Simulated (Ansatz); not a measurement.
# C2H6N2Si: up Jacob's ladder to CCSD(T)

One table from this session's results is given with a row withheld; the runs are named, their logs left out.

Computed with Ansatz 0.2.0, Gaussian basis. Level: functionals in def2-TZVPP, the program's frozen cores in correlated methods.

Levels to be run: LDA (SPW92), PBE-D4, revPBE-D4, BLYP-D4, r2SCAN-D4, B97M-V, PBE0-D4, B3LYP-D4, r2SCANh-D4, r2SCAN0-D4, HSE06-D4, BHLYP-D4, CAM-B3LYP-D4, LC-ωPBE, ωB97X-V, ωB97M-V, B2PLYP, PBE-QIDH; CCSD(T)/def2-SVP; CCSD(T)/def2-TZVPP; MP2/def2-QZVPP; extrapolation to the limit; RPA on PBE.

### The relaxed structure

All runs share one geometry, relaxed beforehand with PBE0-D4 in a triple-zeta def2 set.

SMILES `N[SiH]1C=CN1`, 11 atoms, charge 0, spin multiplicity 1.

Atoms are counted from 1 here; the program's logs count them from 0.

Bond lengths: N1–Si2 1.696 Å, N1–H6 1.005 Å, N1–H7 1.006 Å, Si2–C3 1.832 Å, Si2–N5 1.791 Å, Si2–H8 1.485 Å, C3–C4 1.352 Å, C3–H9 1.077 Å, C4–N5 1.406 Å, C4–H10 1.090 Å, N5–H11 1.010 Å. Angles: Si2–N1–H6 122.5°, Si2–N1–H7 122.8°, H6–N1–H7 112.8°, N1–Si2–C3 123.1°, N1–Si2–N5 120.6°, N1–Si2–H8 105.4°, C3–Si2–N5 76.9°, C3–Si2–H8 118.0°, N5–Si2–H8 110.9°, Si2–C3–C4 86.0°, Si2–C3–H9 145.6°, C4–C3–H9 128.1°, C3–C4–N5 109.6°, C3–C4–H10 129.7°, N5–C4–H10 120.7°, Si2–N5–C4 86.1°, Si2–N5–H11 129.3°, C4–N5–H11 117.9°.

As a file:

```xyz
11

N    -0.1719    0.8021    1.8746
Si   -0.2924   -0.2232    0.5296
C    -0.8086    0.3604   -1.1287
C     0.3389   -0.1959   -1.5784
N     1.1422   -0.5659   -0.4859
H    -0.2044    0.4593    2.8189
H     0.1829    1.7414    1.8136
H    -0.8897   -1.4815    1.0438
H    -1.5921    0.8240   -1.7034
H     0.6777   -0.3626   -2.6005
H     1.6829   -1.4150   -0.5628
```

The first run:

Input file in.yaml:

```yaml
crystal:
  periodic: [false, false, false]
  atoms:
    - {symbol: N, position_ang: [-0.171901, 0.802128, 1.874642]}
    - {symbol: Si, position_ang: [-0.292449, -0.223228, 0.529567]}
    - {symbol: C, position_ang: [-0.808620, 0.360386, -1.128722]}
    - {symbol: C, position_ang: [0.338913, -0.195912, -1.578423]}
    - {symbol: N, position_ang: [1.142216, -0.565902, -0.485855]}
    - {symbol: H, position_ang: [-0.204428, 0.459252, 2.818883]}
    - {symbol: H, position_ang: [0.182862, 1.741355, 1.813551]}
    - {symbol: H, position_ang: [-0.889740, -1.481484, 1.043807]}
    - {symbol: H, position_ang: [-1.592090, 0.823962, -1.703410]}
    - {symbol: H, position_ang: [0.677717, -0.362562, -2.600504]}
    - {symbol: H, position_ang: [1.682919, -1.414993, -0.562834]}
basis:
  gaussian: {orbitals: def2-TZVPP}
hamiltonian: {xc: lda}
output: {orbitals: {seedname: orbitals}}
```

Run with:

```sh
> ansatz run in.yaml --threads 4 --pin off --events-out ev --progress --plain --max-ram 10444MiB
```

Among the steps run: LDA; PBE-D4 (GGA); revPBE-D4 (GGA); BLYP-D4 (GGA); r2SCAN-D4 (meta-GGA); B97M-V (meta-GGA); B3LYP-D4 (hybrid); r2SCANh-D4 (hybrid); r2SCAN0-D4 (hybrid); HSE06-D4 (hybrid); BHLYP-D4 (hybrid); CAM-B3LYP-D4 (range-separated); LC-ωPBE (range-separated); ωB97X-V (range-separated); ωB97M-V (range-separated); B2PLYP (double hybrid); PBE-QIDH (double hybrid).

One table of the session follows, with a row left open; its other results are not shown here.

It belongs to the step «Orbital energies across the functionals». 

| functional | HOMO (eV) | gap (eV) |
| --- | --- | --- |
| LDA (SPW92) | -5.01 | 3.97 |
| PBE-D4 | -4.84 | 4.03 |
| revPBE-D4 | -4.77 | 4.05 |
| BLYP-D4 | -4.68 | 3.99 |
| r2SCAN-D4 | -5.03 | 4.48 |
| B97M-V | -5.10 | 4.52 |
| PBE0-D4 | -5.98 | 6.12 |
| B3LYP-D4 | -5.75 | 5.65 |
| r2SCANh-D4 | -5.47 | 5.26 |
| r2SCAN0-D4 | -6.12 | 6.42 |
| HSE06-D4 | -5.58 | 5.34 |
| BHLYP-D4 | -6.98 | 8.09 |
| CAM-B3LYP-D4 | -7.27 | 8.46 |
| LC-ωPBE | -8.62 | 10.99 |
| ωB97X-V | -8.27 | 10.52 |
| ωB97M-V | ? | ? |

Estimate the missing values for ωB97M-V.

**Answer.** HOMO (eV): -8.19; gap (eV): 10.20. In the column «HOMO (eV)» it lies between ωB97X-V (-8.27) and CAM-B3LYP-D4 (-7.27).
